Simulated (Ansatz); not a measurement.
# GaH5SSi: the cost of one run

Program: Ansatz 0.2.0. Level of theory: RKS PBE/def2-SVP. These are calculated values, not measurements.

### 1 Starting point

Bond lengths: Ga1–Si2 2.725 Å, Ga1–S3 2.170 Å, Ga1–H5 1.645 Å, Si2–H6 1.473 Å, Si2–H7 1.478 Å, Si2–H8 1.474 Å. Angles: Ga1–Si2–H6 132.9°, Ga1–Si2–H7 95.5°, Ga1–Si2–H8 107.2°, H6–Si2–H7 104.4°, H6–Si2–H8 107.2°, H7–Si2–H8 106.6°, Si2–Ga1–S3 94.5°, Si2–Ga1–H5 118.8°, S3–Ga1–H5 146.7°.

As a file:

```xyz
8

Ga   -1.3582   -0.2750   -0.8572
Si    0.7681    0.4214    0.6975
S    -0.3434   -1.9497   -1.7924
H     0.4912   -0.9427   -0.5610
H    -2.7397    0.6126   -0.7560
H     2.2246    0.3742    0.4823
H     0.4482    1.8639    0.7367
H     0.5091   -0.1047    2.0499
```

### 2 Pulling towards end A

Springs on the bonds that form and break draw the guess towards this end; the thresholds are loose.

input.yaml

```yaml
crystal:
  periodic: [false, false, false]
  atoms:
    - { symbol: Ga, position_ang: [-1.3582, -0.275, -0.8572] }
    - { symbol: Si, position_ang: [0.7681, 0.4214, 0.6975] }
    - { symbol: S, position_ang: [-0.3434, -1.9497, -1.7924] }
    - { symbol: H, position_ang: [0.4912, -0.9427, -0.561] }
    - { symbol: H, position_ang: [-2.7397, 0.6126, -0.756] }
    - { symbol: H, position_ang: [2.2246, 0.3742, 0.4823] }
    - { symbol: H, position_ang: [0.4482, 1.8639, 0.7367] }
    - { symbol: H, position_ang: [0.5091, -0.1047, 2.0499] }
basis:
  gaussian: { orbitals: def2-SVP }
hamiltonian:
  xc: pbe
relax:
  f_tol: 0.15
  max_steps: 25
  restrain:
    - { distance: [3, 1], at: 2.72, k: 30.0 }
    - { distance: [0, 1], at: 2.33, k: 30.0 }
    - { distance: [3, 2], at: 1.36, k: 30.0 }
```

Run with:

```sh
ansatz run input.yaml --threads 2 --pin off --max-ram 3072MiB --backend cpu --events-out ev --progress --plain --runs-dir out
```

**Question.** How long does this run take on 2 threads of Arm Neoverse V1, shared host, and how much memory does it need?

About 16 s, with a peak of 0.14 GiB.
